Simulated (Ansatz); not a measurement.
# C10H8O: basis-set convergence

How large a basis does C10H8O need? Two functionals are run in growing sets.

Computed with Ansatz 0.2.0, Gaussian basis. Level: one geometry, several basis sets.

The runs, in order: PBE0-D4/def2-SVP; ωB97M-V/def2-SVP; PBE0-D4/def2-QZVPP; ωB97M-V/def2-QZVPP; the functionals' def2-TZVPP values are taken from earlier runs.

## (1) Structure used throughout

The geometry comes from an earlier relaxation with PBE0-D4 in a triple-zeta def2 set; it is a stationary point, not always the lowest conformer.

SMILES `Oc1cccc2ccccc12`, 19 atoms, charge 0, spin multiplicity 1.

Atoms are counted from 1 here; the program's logs count them from 0.

Bond lengths: O1–C2 1.354 Å, O1–H12 0.960 Å, C2–C3 1.371 Å, C2–C11 1.421 Å, C3–C4 1.402 Å, C3–H13 1.083 Å, C4–C5 1.367 Å, C4–H14 1.084 Å, C5–C6 1.410 Å, C5–H15 1.084 Å, C6–C7 1.412 Å, C6–C11 1.424 Å, C7–C8 1.367 Å, C7–H16 1.085 Å, C8–C9 1.406 Å, C8–H17 1.084 Å, C9–C10 1.368 Å, C9–H18 1.084 Å and more. Angles: C2–O1–H12 109.8°, O1–C2–C3 117.6°, O1–C2–C11 121.8°, C3–C2–C11 120.6°, C2–C3–C4 120.3°, C2–C3–H13 118.7°, C4–C3–H13 121.0°, C3–C4–C5 120.9°, C3–C4–H14 118.9°, C5–C4–H14 120.1°, C4–C5–C6 120.0°, C4–C5–H15 120.9°, C6–C5–H15 119.0°, C5–C6–C7 121.6°, C5–C6–C11 119.8°, C7–C6–C11 118.6°, C6–C7–C8 121.3°, C6–C7–H16 118.3° and more.

## (2) PBE0-D4 in def2-SVP

in.yaml

```yaml
crystal:
  periodic: [false, false, false]
  atoms:
    - {symbol: O, position_ang: [2.868147, 0.243157, 0.016063]}
    - {symbol: C, position_ang: [1.634120, 0.142010, -0.530740]}
    - {symbol: C, position_ang: [1.542825, 0.143015, -1.898529]}
    - {symbol: C, position_ang: [0.292349, 0.039964, -2.524973]}
    - {symbol: C, position_ang: [-0.855667, -0.065652, -1.789913]}
    - {symbol: C, position_ang: [-0.794029, -0.067549, -0.381198]}
    - {symbol: C, position_ang: [-1.958993, -0.173826, 0.409972]}
    - {symbol: C, position_ang: [-1.893473, -0.171234, 1.775044]}
    - {symbol: C, position_ang: [-0.648970, -0.058657, 2.419710]}
    - {symbol: C, position_ang: [0.499319, 0.045462, 1.683678]}
    - {symbol: C, position_ang: [0.465917, 0.041289, 0.272295]}
    - {symbol: H, position_ang: [2.805588, 0.186410, 0.972580]}
    - {symbol: H, position_ang: [2.453087, 0.222197, -2.480111]}
    - {symbol: H, position_ang: [0.246247, 0.042426, -3.607958]}
    - {symbol: H, position_ang: [-1.821823, -0.148087, -2.274194]}
    - {symbol: H, position_ang: [-2.916489, -0.257741, -0.093009]}
    - {symbol: H, position_ang: [-2.798938, -0.253711, 2.364897]}
    - {symbol: H, position_ang: [-0.600247, -0.052479, 3.502191]}
    - {symbol: H, position_ang: [1.439128, 0.138608, 2.220594]}
basis:
  gaussian: {orbitals: def2-SVP}
hamiltonian: {xc: pbe0, dispersion: d4}
output: {orbitals: {seedname: orbitals}}
```

The run is started by

```bash
$ ansatz run in.yaml --threads 4 --pin off --events-out ev --progress --plain --max-ram 41984MiB --backend cpu
```

Further steps of the session: ωB97M-V in def2-SVP; PBE0-D4 in def2-QZVPP; ωB97M-V in def2-QZVPP.

Q: Predict the results of all the runs planned. Wanted: PBE0-D4: double and triple zeta above quadruple; ωB97M-V: double and triple zeta above quadruple.

The runs gave:

```
                                       quantity           value
PBE0-D4: double and triple zeta above quadruple  14.12, 0.64 eV
ωB97M-V: double and triple zeta above quadruple  14.57, 0.59 eV
```

What this shows: For PBE0-D4 the step from double to triple zeta gains 13.47 eV and the next only 0.64 eV. These are total energies; as a rule much of such shifts cancels in differences, which this series doesn't test.
